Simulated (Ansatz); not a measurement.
# ZrHO+ (quintet): from Hartree-Fock to the top rungs, def2-SVP

The task here is to estimate one member of a computed series from the others.

Method: def2-SVP, core rule «outside noble gas», up to 5 orbitals frozen; program: Ansatz 0.2.0, Gaussian basis.

To be run: UHF; CCSD(T) on ROHF; CCSD(T) on UHF; CISD; CCSDT(Q) on ROHF; CCSDT(Q) on UHF.

23 further runs of the same task are left out: 8 for a known fault of the program, 5 that didn't finish, 10 set aside as unsound or not needed.

## The geometry

The geometry is a PBE0/def2-TZVP stationary point (not a proven minimum). No spin-orbit coupling is included. Elements past krypton take def2 core potentials.

3 atoms, charge 1, spin multiplicity 5.

Atoms are counted from 1 here; the program's logs count them from 0.

Bond lengths: Zr1–O2 2.336 Å, O2–H3 0.981 Å. Angles: Zr1–O2–H3 131.4°.

Set-up of the first run:

File in.yaml:

```yaml
crystal:
  periodic: [false, false, false]
  atoms:
    - {symbol: Zr, position_ang: [0.000000, -0.167211, 1.782454]}
    - {symbol: O, position_ang: [0.000000, -0.269927, -0.551131]}
    - {symbol: H, position_ang: [0.000000, 0.437138, -1.231323]}
basis:
  gaussian: {orbitals: def2-SVP}
total_charge: 1
magnetization: {spin_polarized: true, initial_magnetization: 4}
hamiltonian: {xc: hf}
output: {orbitals: {seedname: orbitals}}
```

Run with:

```sh
$ ansatz run in.yaml --threads 1 --pin off --events-out ev --progress --plain --max-ram 2393MiB
```

Steps of the session up to this table: UHF; CCSD(T) on ROHF; CCSD(T) on UHF; CISD; CCSDT(Q) on ROHF; CCSDT(Q) on UHF.

One table of the session follows, with a row left open; its other results are not shown here.

| method | from RCCSDT(Q) (meV) |
| --- | --- |
| ROHF | +5164.0 |
| UHF | +4950.1 |
| RMP2 | ? |
| UMP2 | +505.7 |
| RCCSD | +96.2 |
| UCCSD | -2.6 |
| RCCSD(T) | +24.6 |
| UCCSD(T) | -72.3 |
| RCCSDT | +7.5 |
| UCCSDT | -84.9 |
| RCCSDT(Q) | 0 |
| UCCSDT(Q) | -92.1 |

**Question.** Estimate the row for RMP2.

The run gave: from RCCSDT(Q) (meV): +603.5. In the column «from RCCSDT(Q) (meV)» it lies between UMP2 (+505.7) and UHF (+4950.1).

Not comparable, so not listed: CISD (they don't share determinant, frozen orbitals or solution with the rows shown, or repeat one).

Limits of these values: Restricted and unrestricted rows rest on different reference determinants; where their highest levels disagree by more than a few hundredths of an eV, they describe different states and don't form one ladder.
